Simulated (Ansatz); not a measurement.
**Time against size: PBE, silane series in def2-tzvp, on 1 × GB200**

Program: Ansatz 0.2.0. No other job shared the machine, and each run was timed once from launch to exit. Hardware: a node with four NVIDIA GB200 cards and 144 Grace (Neoverse V2) cores. Times and memory are rounded to two significant figures, and ratios are formed from the unrounded values. A row is a single run, so small differences between rows aren't established. System services beside the runs took up to 5 cores (rounded up). Runs with a thread on every core shared the cores with them. Precision is the program's default, which can work at lower precision in parts of a run. Card memory is the largest of readings taken every 0.4 s, so short peaks can be missed, and it isn't given for runs under about 3 s. It shows what a run took, which needn't be the least that it can run in: the program holds more work at once where threads and free memory allow. Ansatz fits or factors the two-electron integrals of a Gaussian basis by default. It has two schemes, and a run can build a set of factors by either or by both: the log gives each set's size, with a bound on the integrals' error for one scheme and none for the other.

The smallest member is H4Si (silane series). Its input:

```yaml
crystal:
  periodic: [false, false, false]
  atoms:
    - { symbol: Si, position_ang: [0.0000, 0.0000, 0.0000] }
    - { symbol: H, position_ang: [0.0000, -0.8642, 1.2143] }
    - { symbol: H, position_ang: [0.0000, -0.8642, -1.2143] }
    - { symbol: H, position_ang: [-1.2425, 0.8224, 0.0000] }
    - { symbol: H, position_ang: [1.2425, 0.8224, 0.0000] }
basis:
  gaussian: { orbitals: def2-tzvp }
hamiltonian: { xc: pbe }
```

Command, without the flags for output files and display:

```bash
ansatz run input.yaml --backend cuda --devices 1
```

| formula | electrons | basis functions | integral factors | SCF iterations | threads | wall time | stage clocks | outside them | CPU time | host memory (GiB) | fullest card (GiB) |
| --- | --- | --- | --- | --- | --- | --- | --- | --- | --- | --- | --- |
| H4Si | 18 | 61 | 428 (no error bound) | 13 | 144 | 1.0 s | 0.32 s | 0.71 s | 13 s | 0.92 |  |
| H8Si3 | 50 | 159 | 1108 (no error bound) | 14 | 144 | 1.9 s | 1.3 s | 0.61 s | 84 s | 0.93 |  |
| H14Si6 | 98 | 306 | 2128 (no error bound) | 17 | 144 | 2.5 s | 1.8 s | 0.69 s | 120 s | 0.92 |  |
| H22Si10 | 162 | 502 | 3488 (no error bound) | 18 | 144 | 3.0 s | 2.4 s | 0.61 s | 2.4 min | 1.1 | 6.8 |

The stage clocks are the program's own; these runs have one, the mean-field stage. The mean-field stage is one clock over all work up to the reference state: integrals, SCF, the wait for a card to open. Outside lie the rest of start-up and exit.

SCF iterations count the mean-field evaluations that the program logged over all starts and steps, those after a first convergence included.

Of the smallest member's 1.0 s, 0.71 s lies outside the stage clocks, so the wall time grows less with size than the clocked work: from 61 to 502 basis functions the wall time changes by a factor of 2.9, and the time on the stage clocks by 7.6. The smallest member has under 2 s on the stage clocks, so these factors are rough.

**Question.** How long does the member with 894 basis functions take (H38Si18)?

**Answer.** 4.0 s, in 19 SCF iterations, with 1.1 GiB of host memory and 23 GiB on the fullest card. Of the wall time 3.3 s is on the stage clocks and 0.65 s outside. The mean-field stage holds the wait for the card to open, which has no clock of its own, so a stage this short says little about the card's speed.
